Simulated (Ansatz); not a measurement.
# Hf3Ti: the cost of one run

Computed with Ansatz 0.2.0 (DFT PBE, scalar-relativistic, plane waves, PAW, unless a step's input says otherwise).

### Step 1. The starting structure

Symmetry: P6_3/mmc, No. 194, hexagonal system. The conventional cell has a = 5.979 Å, b = 5.979 Å, c = 4.799 Å, α = 90.00°, β = 90.00°, γ = 120.00°. Hf (site symmetry mm2) has 4 Ti at 2.95 to 2.99 Å and 8 Hf at 2.96 to 3.00 Å as nearest neighbours. Ti (site symmetry -6m2) is surrounded by 12 Hf at 2.95 to 2.99 Å.

Structure file:

```cif
data_structure
_symmetry_space_group_name_H-M 'P6_3/mmc'
_symmetry_Int_Tables_number 194
_cell_length_a 5.9786
_cell_length_b 5.9786
_cell_length_c 4.7988
_cell_angle_alpha 90.000
_cell_angle_beta 90.000
_cell_angle_gamma 120.000
_cell_volume 148.55
loop_
_atom_site_label
_atom_site_type_symbol
_atom_site_symmetry_multiplicity
_atom_site_Wyckoff_symbol
_atom_site_fract_x
_atom_site_fract_y
_atom_site_fract_z
_atom_site_occupancy
Hf1 Hf 6 h 0.83300 0.66600 0.25000 1
Ti1 Ti 2 c 0.33333 0.66667 0.25000 1
```

(A quick probe on a coarse mesh, which set the mesh and smearing, is not shown.)

### Step 3. A loose first relaxation

The input, input.yaml:

```yaml
crystal:
  lattice:
    - [5.9786320856, 0.0, 0.0]
    - [-2.9893160428, 5.177647266, 0.0]
    - [0.0, 0.0, 4.7987747057]
  atoms:
    - { symbol: Hf, position: [0.833, 0.666, 0.25] }
    - { symbol: Hf, position: [0.167, 0.833, 0.75] }
    - { symbol: Hf, position: [0.334, 0.167, 0.25] }
    - { symbol: Hf, position: [0.167, 0.334, 0.75] }
    - { symbol: Hf, position: [0.833, 0.167, 0.25] }
    - { symbol: Hf, position: [0.666, 0.833, 0.75] }
    - { symbol: Ti, position: [0.3333333333, 0.6666666667, 0.25] }
    - { symbol: Ti, position: [0.6666666667, 0.3333333333, 0.75] }
basis:
  ecutwfc: 420
kpoints:
  mp_grid: { grid: [3, 3, 4] }
hamiltonian:
  xc: pbe
scf:
  occupations: { method: gaussian, width: 0.1 }
  lower_state_search: "off"
output:
  forces: true
  stress: true
  eigenvalues: true
relax:
  adjacent_minimum: "off"
  f_tol: 0.04
  max_steps: 70
  cell: { stress_tol: 0.4 }
```

Command:

```console
> ansatz run input.yaml --threads 1 --pin off --max-ram 2560MiB --backend cpu --events-out ev --progress --plain --runs-dir out
```

**Question.** How long does this run take on 1 thread of Arm Neoverse V1, shared host, and how much memory does it need?

About 65 s, with a peak of 0.52 GiB.
